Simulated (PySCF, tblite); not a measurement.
# CH10N2Si2: dynamics, then NMR shifts on frames, part 1 of 2

Aim: move CH10N2Si2 (`N[SiH](N)C[SiH3]`) away from its starting geometry and see how NMR shifts follow the geometry.

The runs use tblite 0.8.0 and PySCF 2.14.0, with density-fitted response routines of our own; the level of theory stands in each step. All values are computed, except where a source is named. Atoms are numbered from 0 throughout.

### 1 The starting structure

15 atoms, charge 0, multiplicity 1; geometry from: GFN2-xTB.

Bonds of the start (Å): N0–Si1 1.73, Si1–N2 1.73, Si1–C3 1.91, C3–Si4 1.89, N0–H5 1.01, N0–H6 1.01, Si1–H7 1.47, N2–H8 1.01, N2–H9 1.01, C3–H10 1.09, C3–H11 1.09, Si4–H12 1.47, Si4–H13 1.47, Si4–H14 1.47.

### 2 A short Langevin run with GFN2-xTB

What the job is given:

```
{"job": {"kind": "md", "xc": "GFN2-xTB", "basis": "xTB", "temperature": 400, "steps": 2000, "every": 50, "frames": 5}, "charge": 0, "multiplicity": 1}
N     -0.893591    -0.634570    -1.536234
Si    -0.662688     0.617911    -0.372476
N     -2.284007     1.081675     0.008244
C      0.392309    -0.156239     1.012211
Si     2.175089    -0.582795     0.542392
H     -1.513603    -0.438310    -2.305084
H     -0.076690    -1.117854    -1.870827
H     -0.040902     1.872449    -0.824810
H     -2.423806     1.810954     0.687071
H     -2.959620     0.348844     0.153259
H      0.414719     0.533172     1.857381
H     -0.101100    -1.059474     1.373266
H      2.869200    -1.190803     1.684256
H      2.893094     0.631241     0.143507
H      2.207180    -1.535557    -0.574070
```

With the program's defaults for keys left out, this is: GFN2-xTB Langevin dynamics, gas phase.

Run with:

```console
> OMP_NUM_THREADS=1 python probes_run.py task.json out
```

One launch serves the whole session: the jobs run in the order shown.

Output:

```text
t/fs     T/K      E/eV
    0.0   319.0   -450.63529
   25.0   171.9   -450.16488
   50.0   210.6   -450.20396
   75.0   242.7   -450.21339
  100.0   330.4   -450.24260
  125.0   256.3   -450.12542
  150.0   373.9   -450.10501
  175.0   328.6   -450.02974
  200.0   305.4   -449.84734
  225.0   373.3   -450.09676
  250.0   270.0   -450.00874
  275.0   286.0   -450.20252
  300.0   241.3   -450.06574
  325.0   368.4   -450.17749
  350.0   357.6   -450.04533
  375.0   373.7   -449.84675
  400.0   440.1   -449.80314
  425.0   383.9   -449.93834
  450.0   397.7   -449.84309
  475.0   476.1   -449.94132
  500.0   551.3   -450.16815
  525.0   464.4   -450.16204
  550.0   383.9   -450.03849
  575.0   460.1   -450.12473
  600.0   375.0   -450.01947
  625.0   341.5   -449.73705
  650.0   425.9   -449.84102
  675.0   478.4   -450.08186
  700.0   662.4   -450.10261
  725.0   511.4   -449.96846
  750.0   487.1   -449.80653
  775.0   484.3   -449.84772
  800.0   502.7   -449.91193
  825.0   385.8   -449.84838
  850.0   435.5   -449.90027
  875.0   452.3   -449.95820
  900.0   460.2   -449.92820
  925.0   460.9   -449.76725
  950.0   577.2   -449.80173
  975.0   417.9   -449.66961
 1000.0   532.8   -449.95165
```

Wall time 12 s (1 thread, shared host).

Distance from the start (root mean square after alignment): 0 fs 0.00 Å, 200 fs 0.27 Å, 400 fs 0.41 Å, 600 fs 0.62 Å, 800 fs 0.65 Å, 1000 fs 0.78 Å.

Positions (Å) and forces (eV/Å) at 1000 fs:

```xyz
15

N    -0.603   -1.189    0.599    0.653   -0.289    0.050
Si   -0.723    0.355   -0.172   -1.190    1.037    0.571
N    -2.456    0.678   -0.359    1.439    1.747    1.339
C    -0.051    1.896    0.872   -0.624   -0.900    0.889
Si    1.815    1.860    0.771    1.275    0.336   -0.862
H     0.238   -1.734    0.780   -0.195    0.695   -0.301
H    -1.366   -1.729    0.943   -0.572    0.142    0.065
H     0.053    0.238   -1.422   -0.225    0.055    0.065
H    -3.011    0.066   -0.848   -1.125   -1.730   -1.256
H    -3.045    1.503   -0.152    1.248   -0.623   -0.039
H    -0.532    2.869    0.633    0.417   -0.801    0.075
H    -0.224    1.696    1.977   -0.332    0.257   -1.156
H     2.409    3.014    1.612   -0.294   -0.886   -0.590
H     2.181    2.011   -0.745   -0.104    0.014    1.219
H     2.394    0.491    1.157   -0.371    0.945   -0.069
```

### 3 Nuclear shieldings: 250 fs, PBE0/pcSseg-1

What the job is given:

```
{"job": {"kind": "nmr", "xc": "PBE0", "basis": "pcSseg-1", "pop": false}, "charge": 0, "multiplicity": 1}
N     -0.917100    -0.614500    -1.979500
Si    -0.864700     0.637400    -0.695100
N     -2.604500     0.903700    -0.437400
C     -0.130200    -0.194000     0.845500
Si     1.735300    -0.501000     0.722100
H     -0.877800    -0.365300    -2.952700
H     -0.339000    -1.408600    -1.912000
H     -0.197300     1.987000    -0.978900
H     -2.831200     1.789500    -0.039300
H     -3.121100     0.871300    -1.260100
H     -0.536700     0.386500     1.588100
H     -0.622800    -1.127300     1.009600
H      2.283800    -1.277400     1.914500
H      2.251300     0.928200     0.529500
H      2.025100    -1.302600    -0.409200
```

With the program's defaults for keys left out, this is: GIAO PBE0/pcSseg-1 NMR shielding, non-relativistic, gas phase.

Output:

```text
coarse grid: 12664 points
cycle   1  E = -732.0637973232  dE =  1.878e-01  |g| = 6.642e-01  |ddm| = 3.349e+00
cycle   2  E = -731.9845129088  dE =  7.928e-02  |g| = 8.819e-01  |ddm| = 1.370e+00
cycle   3  E = -732.1614847384  dE = -1.770e-01  |g| = 5.222e-02  |ddm| = 8.909e-01
cycle   4  E = -732.1619538071  dE = -4.691e-04  |g| = 2.803e-02  |ddm| = 7.054e-02
cycle   5  E = -732.1621429684  dE = -1.892e-04  |g| = 4.961e-03  |ddm| = 2.720e-02
cycle   6  E = -732.1621495426  dE = -6.574e-06  |g| = 5.560e-04  |ddm| = 5.892e-03
final grid: 110768 points
cycle   7  E = -732.1840440339  dE = -2.159e-05  |g| = 7.754e-03  |ddm| = 1.847e-02
cycle   8  E = -732.1840340746  dE =  9.959e-06  |g| = 1.029e-02  |ddm| = 1.441e-02
cycle   9  E = -732.1840570338  dE = -2.296e-05  |g| = 4.688e-04  |ddm| = 8.553e-03
cycle  10  E = -732.1840570724  dE = -3.860e-08  |g| = 1.981e-04  |ddm| = 6.284e-04
cycle  11  E = -732.1840570819  dE = -9.509e-09  |g| = 4.675e-05  |ddm| = 2.067e-04
cycle  12  E = -732.1840570825  dE = -5.537e-10  |g| = 9.244e-06  |ddm| = 5.448e-05
converged SCF energy = -732.1840570825

GIAO shielding tensors (ppm)
atom      isotropic    diamagn.    paramagn.     s11        s22        s33       span
  0 N      247.039     317.540     -70.501    221.458    250.633    269.026     47.568
  1 Si     355.066     878.962    -523.896    307.798    365.137    392.263     84.465
  2 N      241.992     313.020     -71.028    200.699    247.833    277.442     76.743
  3 C      194.836     260.997     -66.160    182.977    194.087    207.444     24.467
  4 Si     425.829     880.007    -454.178    376.620    433.089    467.778     91.158
  5 H       31.512      30.629       0.883     24.367     26.521     43.647     19.280
  6 H       32.083      34.657      -2.574     24.497     29.188     42.565     18.069
  7 H       25.389      29.605      -4.216     21.735     24.330     30.101      8.366
  8 H       32.616      30.624       1.992     25.293     28.165     44.390     19.097
  9 H       32.676      30.897       1.779     25.445     29.378     43.206     17.760
 10 H       33.522      35.097      -1.574     28.148     31.476     40.942     12.795
 11 H       32.356      34.345      -1.989     27.682     29.886     39.500     11.818
 12 H       26.821      27.869      -1.048     23.400     24.499     32.564      9.164
 13 H       26.723      28.575      -1.853     23.224     25.181     31.763      8.539
 14 H       28.516      31.259      -2.743     24.417     28.323     32.809      8.391
```

It took 14 s on 1 thread, shared host.

The references, computed at this level on geometries of the same kind, shield at (ppm): 1H TMS 31.72, 13C TMS 186.9, 29Si TMS 349.2, 15N NH3 267.7. Their shielding less the atom's gives the shift. The references are single molecules in the gas phase, so shifts against H2O, NH3, PH3, H3PO4 or CFCl3 are not on the usual liquid scales and can be off by tens of ppm. Each atom is listed at this fixed geometry, with no averaging over motion; a spectrum would average atoms that exchange fast.

```
atoms                             environment  σ (ppm)  δ (ppm)
   C3                  sp3 CH2 bonded to 2 Si    194.8     -7.9
   H7  hydrogen on a silicon bonded to C, 2 N    25.39     6.33
  H13       hydrogen on a silicon bonded to C    26.72     4.99
  H12       hydrogen on a silicon bonded to C    26.82     4.90
  H14       hydrogen on a silicon bonded to C    28.52     3.20
   H5     hydrogen on a nitrogen bonded to Si    31.51     0.21
   H6     hydrogen on a nitrogen bonded to Si    32.08    -0.37
  H11   hydrogen on an sp3 CH2 bonded to 2 Si    32.36    -0.64
   H8     hydrogen on a nitrogen bonded to Si    32.62    -0.90
   H9     hydrogen on a nitrogen bonded to Si    32.68    -0.96
  H10   hydrogen on an sp3 CH2 bonded to 2 Si    33.52    -1.81
   N2              nitrogen bonded to Si, 2 H    242.0     25.7
   N0              nitrogen bonded to Si, 2 H    247.0     20.7
  Si1             silicon bonded to C, 2 N, H    355.1     -5.9
  Si4                silicon bonded to C, 3 H    425.8    -76.7
```

### 4 Nuclear shieldings: 425 fs, PBE0/pcSseg-1

What the job is given:

```
{"job": {"kind": "nmr", "xc": "PBE0", "basis": "pcSseg-1", "pop": false}, "charge": 0, "multiplicity": 1}
N     -0.797800    -0.817800    -1.631000
Si    -0.897400     0.608700    -0.663700
N     -2.341900     1.483500    -0.416900
C     -0.072300    -0.044900     0.947000
Si     1.799900    -0.408800     0.984400
H     -1.033700    -0.794700    -2.608200
H     -0.866900    -1.782800    -1.264200
H     -0.159300     1.619600    -1.429600
H     -2.319800     2.299100     0.205000
H     -3.013500     0.907600    -0.002700
H     -0.179800     0.676900     1.791400
H     -0.728400    -1.009000     1.205900
H      2.046200    -0.464600     2.495900
H      2.760000     0.486900     0.290500
H      2.213400    -1.822100     0.563400
```

Method: GIAO PBE0/pcSseg-1 NMR shielding, non-relativistic, gas phase.

Output:

```text
coarse grid: 12664 points
cycle   1  E = -732.0815906331  dE =  9.777e-02  |g| = 6.080e-01  |ddm| = 3.329e+00
cycle   2  E = -732.0354079588  dE =  4.618e-02  |g| = 7.634e-01  |ddm| = 1.076e+00
cycle   3  E = -732.1629187115  dE = -1.275e-01  |g| = 4.520e-02  |ddm| = 6.432e-01
cycle   4  E = -732.1632999747  dE = -3.813e-04  |g| = 1.986e-02  |ddm| = 5.189e-02
cycle   5  E = -732.1633821986  dE = -8.222e-05  |g| = 6.670e-03  |ddm| = 2.014e-02
cycle   6  E = -732.1633935022  dE = -1.130e-05  |g| = 5.810e-04  |ddm| = 6.918e-03
cycle   7  E = -732.1633935834  dE = -8.122e-08  |g| = 1.849e-04  |ddm| = 8.154e-04
final grid: 110768 points
cycle   8  E = -732.1856460105  dE = -1.433e-05  |g| = 8.067e-03  |ddm| = 1.655e-02
cycle   9  E = -732.1856354743  dE =  1.054e-05  |g| = 1.077e-02  |ddm| = 1.395e-02
cycle  10  E = -732.1856599815  dE = -2.451e-05  |g| = 3.770e-04  |ddm| = 7.783e-03
cycle  11  E = -732.1856599971  dE = -1.557e-08  |g| = 2.089e-04  |ddm| = 4.223e-04
cycle  12  E = -732.1856600069  dE = -9.810e-09  |g| = 3.582e-05  |ddm| = 1.889e-04
cycle  13  E = -732.1856600071  dE = -2.592e-10  |g| = 6.519e-06  |ddm| = 3.379e-05
converged SCF energy = -732.1856600071

GIAO shielding tensors (ppm)
atom      isotropic    diamagn.    paramagn.     s11        s22        s33       span
  0 N      234.401     318.915     -84.514    206.550    231.630    265.023     58.473
  1 Si     372.566     879.820    -507.254    318.810    377.698    421.191    102.381
  2 N      232.975     318.930     -85.955    205.880    243.216    249.829     43.948
  3 C      176.704     260.771     -84.067    163.798    178.986    187.328     23.530
  4 Si     421.948     878.672    -456.724    378.180    411.452    476.213     98.032
  5 H       31.052      30.249       0.803     23.729     25.947     43.480     19.751
  6 H       30.188      31.996      -1.809     23.755     28.010     38.798     15.043
  7 H       26.780      30.840      -4.060     22.800     25.675     31.866      9.065
  8 H       30.874      30.459       0.415     24.794     26.826     41.002     16.208
  9 H       33.001      32.657       0.344     26.645     29.390     42.969     16.324
 10 H       30.865      33.180      -2.316     25.136     30.021     37.437     12.301
 11 H       29.440      31.543      -2.103     26.449     28.143     33.727      7.279
 12 H       26.734      27.786      -1.052     22.858     24.911     32.433      9.575
 13 H       27.269      28.421      -1.152     23.985     25.464     32.358      8.373
 14 H       26.929      28.190      -1.262     23.709     25.307     31.771      8.062
```

Wall time 13 s (1 thread, shared host).

In short: δ C3 10.2, N2 34.8, N0 33.3, Si1 -23.4, H12 4.98, H7 4.94 ppm.

(Continued in part 2 of 2.)
